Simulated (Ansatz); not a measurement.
**triplet AlH2SOF at 6 levels**

We compute a comparison of 6 runs (UB3LYP/6-31G*, U-revPBE/6-311+G**, UPBE/6-311+G**, UCCSD/6-311+G**, UCCSD(T)/6-311+G**) of triplet AlH2SOF. 

The calculation is run with Ansatz 0.2.0.

57 further runs of the same task are left out: 57 set aside as unsound or not needed. Runs told in other sessions of the task aren't counted.

**1. The structure to begin with**

AlH2SOF: 6 atoms, total charge 0, spin state triplet. SMILES of the parent species: `[OH][Al]([F])[SH]`. The shape is that of a PBE0-D4/def2-TZVP optimisation. This is one conformer, not always the lowest. That shape belongs to the parent species and isn't relaxed for this state.

Bond lengths: O1–Al2 1.679 Å, Al2–F3 1.641 Å, Al2–S4 2.167 Å, O1–H5 0.955 Å, S4–H6 1.345 Å. Angles: O1–Al2–F3 118.1°, O1–Al2–S4 123.1°, F3–Al2–S4 118.8°, Al2–O1–H5 125.1°, Al2–S4–H6 92.0°.

**2. A single-point energy at UB3LYP/6-31G(d) (spherical functions) (run 1)**

The input, input.yaml:

```yaml
crystal:
  periodic: [false, false, false]
  atoms:
    - {symbol: O, position_ang: [1.399600, -0.456300, -1.028900]}
    - {symbol: Al, position_ang: [0.238600, -0.260800, 0.168100]}
    - {symbol: F, position_ang: [0.421300, -1.101000, 1.565700]}
    - {symbol: S, position_ang: [-1.478600, 1.043100, -0.050300]}
    - {symbol: H, position_ang: [1.392200, -0.019300, -1.877900]}
    - {symbol: H, position_ang: [-1.931000, 0.730400, 1.177100]}
basis:
  gaussian:
    orbitals: 6-31G_st_-spherical.json
magnetization:
  spin_polarized: true
  initial_magnetization: 2
hamiltonian:
  xc: {name: B3LYP}
accuracy: high
output: {orbitals: {seedname: orbitals}}
```

The basis set 6-31G* is read from a file made from the Basis Set Exchange's data (not shown).

Run with:

```
ansatz run input.yaml --threads 1 --pin off --max-ram 2610MiB --events-out events.jsonl --progress --plain --runs-dir runs
```

Log:

```text
Warning: RAYON_NUM_THREADS=1 ignored (pool sized by the plan → 1); use --threads N
Functional definition: B3LYP
  name "B3LYP"
  parameter a0 = 0.2
  parameter ax = 0.72
  parameter ac = 0.81
  exchange = (1 - a0 - ax)*slater_x + ax*b88_x + a0*exact_x
  correlation = (1 - ac)*vwn_rpa_c + ac*lyp_c
1395 factors; integrals over basis functions are off by at most 4.3e-9 eV
mean field evaluation 1: about -22218.2824 eV, gradient 4.9e1 eV
mean field evaluation 2: about -22099.0948 eV, gradient 1.4e2 eV
mean field evaluation 4: about -22219.4166 eV, gradient 3.6e1 eV
mean field evaluation 8: about -22227.1985 eV, gradient 1.0e0 eV
mean field evaluation 16: about -22227.3369 eV, gradient 3.8e-2 eV
mean field evaluation 32: about -22227.3370 eV, gradient 4.6e-6 eV
mean field evaluation 64: about -22226.8856 eV, gradient 6.3e0 eV
mean field -22227.33697439 eV, -816.8395675786 hartree, gradient 8.3e-8 eV, S^2 2.004114; 8 other end points of the search recorded, 0 dependent functions left out
reference -22227.33701219 eV, -816.8395689679 hartree; 25, 23 occupied and 43, 45 virtual orbitals, 1395 factors
Total energy: -22227.33701219 eV, -816.8395689679 hartree
```

Wall time 6.3 s (1 thread of AMD EPYC 9R45 (Zen 5), shared host); peak memory 0.32 GiB.

**3. The energy at UB3LYP/6-31G(d) (Cartesian functions) (run 2)**

The input, job.yaml:

```yaml
crystal:
  periodic: [false, false, false]
  atoms:
    - {symbol: O, position_ang: [1.399600, -0.456300, -1.028900]}
    - {symbol: Al, position_ang: [0.238600, -0.260800, 0.168100]}
    - {symbol: F, position_ang: [0.421300, -1.101000, 1.565700]}
    - {symbol: S, position_ang: [-1.478600, 1.043100, -0.050300]}
    - {symbol: H, position_ang: [1.392200, -0.019300, -1.877900]}
    - {symbol: H, position_ang: [-1.931000, 0.730400, 1.177100]}
basis:
  gaussian:
    orbitals: "6-31G*"
hamiltonian:
  xc: {name: B3LYP}
output:
  orbitals: {seedname: orbitals}
accuracy: high
magnetization:
  spin_polarized: true
  initial_magnetization: 2
```

Run with:

```
ansatz run job.yaml --threads 1 --pin off --max-ram 2610MiB --events-out events.jsonl --progress --plain --runs-dir runs
```

Log:

```text
Warning: RAYON_NUM_THREADS=1 ignored (pool sized by the plan → 1); use --threads N
Functional definition: B3LYP
  name "B3LYP"
  parameter a0 = 0.2
  parameter ax = 0.72
  parameter ac = 0.81
  exchange = (1 - a0 - ax)*slater_x + ax*b88_x + a0*exact_x
  correlation = (1 - ac)*vwn_rpa_c + ac*lyp_c
1415 factors; integrals over basis functions are off by at most 3.1e-9 eV
mean field evaluation 1: about -22218.5473 eV, gradient 4.9e1 eV
mean field evaluation 2: about -22099.5359 eV, gradient 1.4e2 eV
mean field evaluation 4: about -22219.7377 eV, gradient 3.7e1 eV
mean field evaluation 8: about -22227.4406 eV, gradient 1.0e0 eV
mean field evaluation 16: about -22227.5557 eV, gradient 4.2e-2 eV
mean field evaluation 32: about -22227.5558 eV, gradient 8.6e-7 eV
mean field evaluation 64: about -22227.5049 eV, gradient 1.1e0 eV
mean field -22227.55578185 eV, -816.8476086044 hartree, gradient 3.7e-8 eV, S^2 2.004104; 8 other end points of the search recorded, 0 dependent functions left out
reference -22227.55581965 eV, -816.8476099935 hartree; 25, 23 occupied and 47, 49 virtual orbitals, 1415 factors
Total energy: -22227.55581965 eV, -816.8476099935 hartree
```

Wall time 6 s (1 thread of AMD EPYC 9R45 (Zen 5), shared host); peak memory 0.33 GiB.

Runs 3 to 5 aren't shown in full; the table further down has their settings and results.

**4. The energy at UCCSD(T)/6-311+G(d,p) (run 6)**

The input, input.yaml:

```yaml
crystal:
  periodic: [false, false, false]
  atoms:
    - symbol: O
      position_ang: [1.399600, -0.456300, -1.028900]
    - symbol: Al
      position_ang: [0.238600, -0.260800, 0.168100]
    - symbol: F
      position_ang: [0.421300, -1.101000, 1.565700]
    - symbol: S
      position_ang: [-1.478600, 1.043100, -0.050300]
    - symbol: H
      position_ang: [1.392200, -0.019300, -1.877900]
    - symbol: H
      position_ang: [-1.931000, 0.730400, 1.177100]
basis:
  gaussian:
    orbitals: 6-311+G_st__st_-spherical.json
magnetization:
  spin_polarized: true
  initial_magnetization: 2
correlation:
  method: ccsd_t
  frozen_orbitals: {Al: 5, F: 1, H: 0, O: 1, S: 5}
accuracy: high
scf:
  omitted_lower_state_checks: [cluster_reference, increment]
```

The basis set 6-311+G** is read from a file made from the Basis Set Exchange's data (not shown).

Run with:

```
ansatz run input.yaml --threads 1 --pin off --max-ram 2610MiB --events-out events.jsonl --progress --plain --runs-dir runs
```

Log:

```text
Warning: RAYON_NUM_THREADS=1 ignored (pool sized by the plan → 1); use --threads N
Functional definition: HF
  name "HF"
  exchange = exact_x
  correlation = 0
these checks for a lower state are left out or cut short: cluster_reference, increment
2024 factors; integrals over basis functions are off by at most 8.4e-9 eV
mean field evaluation 1: about -22169.6083 eV, gradient 3.9e1 eV
mean field evaluation 2: about -22169.6180 eV, gradient 3.9e1 eV
mean field evaluation 4: about -22176.1029 eV, gradient 3.1e0 eV
mean field evaluation 8: about -22176.2989 eV, gradient 2.4e-1 eV
mean field evaluation 16: about -22176.3107 eV, gradient 2.7e-8 eV
mean field evaluation 32: about -22176.1911 eV, gradient 1.0e0 eV
mean field evaluation 64: about -22176.2539 eV, gradient 5.2e-1 eV
mean field evaluation 96: about -22176.3107 eV, gradient 1.4e-5 eV
mean field -22176.31065996 eV, -814.9643851103 hartree, gradient 2.3e-8 eV, S^2 2.011978; 8 other end points of the search recorded, 0 dependent functions left out
12 core orbitals not correlated: weight in the atoms' cores, before any rotation towards them, 1.000 or more for the frozen orbitals, at most 0.000 for the correlated occupied ones
reference -22176.31065996 eV, -814.9643851103 hartree; 13, 11 occupied and 91, 93 virtual orbitals, 2024 factors
second order -16.30687937 eV of doubles, -0.00000000 eV of singles
cycle   1  -16.34381188 eV  change   -3.7e-2 eV  update   1.1e-1
cycle   2  -16.77480182 eV  change   -4.3e-1 eV  update   3.6e-2
cycle   3  -16.90729762 eV  change   -1.3e-1 eV  update   2.2e-2
cycle   4  -16.90168200 eV  change    5.6e-3 eV  update   7.1e-3
cycle   5  -16.89610948 eV  change    5.6e-3 eV  update   5.0e-3
cycle   6  -16.89753647 eV  change   -1.4e-3 eV  update   2.5e-3
cycle   7  -16.89780896 eV  change   -2.7e-4 eV  update   1.8e-3
cycle   8  -16.89760938 eV  change    2.0e-4 eV  update   9.2e-4
cycle   9  -16.89813992 eV  change   -5.3e-4 eV  update   5.5e-4
cycle  10  -16.89806185 eV  change    7.8e-5 eV  update   2.4e-4
cycle  11  -16.89796223 eV  change    1.0e-4 eV  update   1.6e-4
cycle  12  -16.89808305 eV  change   -1.2e-4 eV  update   1.1e-4
cycle  13  -16.89802730 eV  change    5.6e-5 eV  update   8.6e-5
cycle  14  -16.89806068 eV  change   -3.3e-5 eV  update   6.2e-5
cycle  15  -16.89808073 eV  change   -2.0e-5 eV  update   3.8e-5
cycle  16  -16.89806924 eV  change    1.1e-5 eV  update   1.7e-5
cycle  17  -16.89806670 eV  change    2.5e-6 eV  update   9.0e-6
cycle  18  -16.89806511 eV  change    1.6e-6 eV  update   3.9e-6
cycle  19  -16.89806408 eV  change    1.0e-6 eV  update   1.5e-6
cycle  20  -16.89806463 eV  change   -5.6e-7 eV  update   6.5e-7
cycle  21  -16.89806505 eV  change   -4.2e-7 eV  update   3.2e-7
cycle  22  -16.89806513 eV  change   -7.2e-8 eV  update   1.6e-7
cycle  23  -16.89806509 eV  change    3.7e-8 eV  update   8.4e-8
cycle  24  -16.89806505 eV  change    3.4e-8 eV  update   5.3e-8
cycle  25  -16.89806502 eV  change    3.3e-8 eV  update   4.0e-8
cycle  26  -16.89806519 eV  change   -1.7e-7 eV  update   1.1e-7
cycle  27  -16.89806525 eV  change   -5.7e-8 eV  update   3.6e-8
cycle  28  -16.89806525 eV  change  -8.7e-10 eV  update   2.3e-8
cycle  29  -16.89806526 eV  change   -5.0e-9 eV  update   1.8e-8
cycle  30  -16.89806526 eV  change   -1.1e-9 eV  update   1.3e-8
cycle  31  -16.89806526 eV  change   1.8e-11 eV  update   8.3e-9
cycle  32  -16.89806526 eV  change  -3.2e-10 eV  update   4.6e-9
cycle  33  -16.89806526 eV  change   5.0e-10 eV  update   2.4e-9
perturbative correction -0.50234262 eV, -0.0184607509 hartree
Total energy: -22193.71106784 eV, -815.6038383056 hartree
Checks for a lower state left out: cluster_reference, increment
```

Run time: 56 s. Hardware: 1 thread of AMD EPYC 9R45 (Zen 5), shared host; peak memory 2 GiB.

**5. Overview of the runs**

```
run                                level  Cartesian functions  frozen core orbitals  energy (Eh)  HOMO energy (eV)   ⟨S²⟩  wall time
  1  UB3LYP/6-31G* (spherical functions)                   no                     –  -816.839569             -2.63  2.004      6.3 s
  2  UB3LYP/6-31G* (Cartesian functions)                  yes                     –  -816.847610             -2.65  2.004        6 s
  3                   U-revPBE/6-311+G**                   no                     –  -816.756576             -2.69  2.003       12 s
  4                       UPBE/6-311+G**                   no                     –  -816.464171             -2.78  2.003       12 s
  5                      UCCSD/6-311+G**                   no                    12  -815.585378                 –  2.012       42 s
  6                   UCCSD(T)/6-311+G**                   no                    12  -815.603838                 –  2.012       56 s
```

**6. Results**

| quantity | value |
| --- | --- |
| run 6: total energy | -815.60384 Eh |
| run 6: correlation energy (12 core orbitals frozen) | -639.5 mEh |
| run 6: (T) correction | -18.46 mEh |
| run 6: ⟨S²⟩ of the reference determinant | 2.012 |
| run 6: T1 diagnostic | 0.019 |

Totals of different functionals can't be ranked against each other. All runs together took 2.2 min, the longest 56 s.
